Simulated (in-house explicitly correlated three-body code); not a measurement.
**Two electrons around a charge of +6 under Yukawa screening of 0.3 per bohr: exact states**

The task here is to estimate one member of a computed series from the others.

Method: two electrons, non-relativistic, variational in exponentially correlated functions. Code: in-house explicitly correlated three-body code version 1.

**Starting point**

| Property | Result |
| --- | --- |
| charge of the centre | +6 |
| mass of the centre | infinite |
| interactions | Yukawa, exp(−0.3 r)/r, between all pairs |
| basis | 260 functions exp(−a r1 − b r2 − g r12) a state, exponent ranges optimised |
| units | hartree and bohr; relativity and QED are left out |

The first run:

Settings:

```ini
Z = 6.0
screening = 0.3
interaction_strength = 1.0
functions = 260
states_tried = 13
```

On the command line:

```sh
$ python run_hyl.py task.json out
```

Steps of the session up to this table: Input and results.

One table of the session follows, with a row left open; its other results are not shown here.

It belongs to the step «Levels». 

| state | binding (eV) | excitation (eV) | ⟨r12⟩ (bohr) |
| --- | --- | --- | --- |
| 1 ¹S | 352.745 | 0 | 0.3964 |
| 2 ³S | 58.2730 | 294.472 | 1.174 |
| 2 ¹S | 53.1789 | 299.566 | 1.230 |
| 2 ³P | 52.1598 | 300.585 | 1.053 |
| 2 ¹P | 48.9397 | 303.805 | 1.073 |
| 3 ³S | ? | ? | ? |
| 3 ¹S | 10.6251 | 342.119 | 3.035 |
| 3 ³P | 9.88934 | 342.855 | 2.857 |
| 3 ¹P | 9.19025 | 343.554 | 2.952 |
| 4 ³S | 1.14312 | 351.601 | 7.062 |

Estimate the missing values for 3 ³S.

The run gave: binding (eV): 11.6926; excitation (eV): 341.052; ⟨r12⟩ (bohr): 2.906. In the column «binding (eV)» it lies between 3 ¹S (10.6251) and 2 ¹P (48.9397).
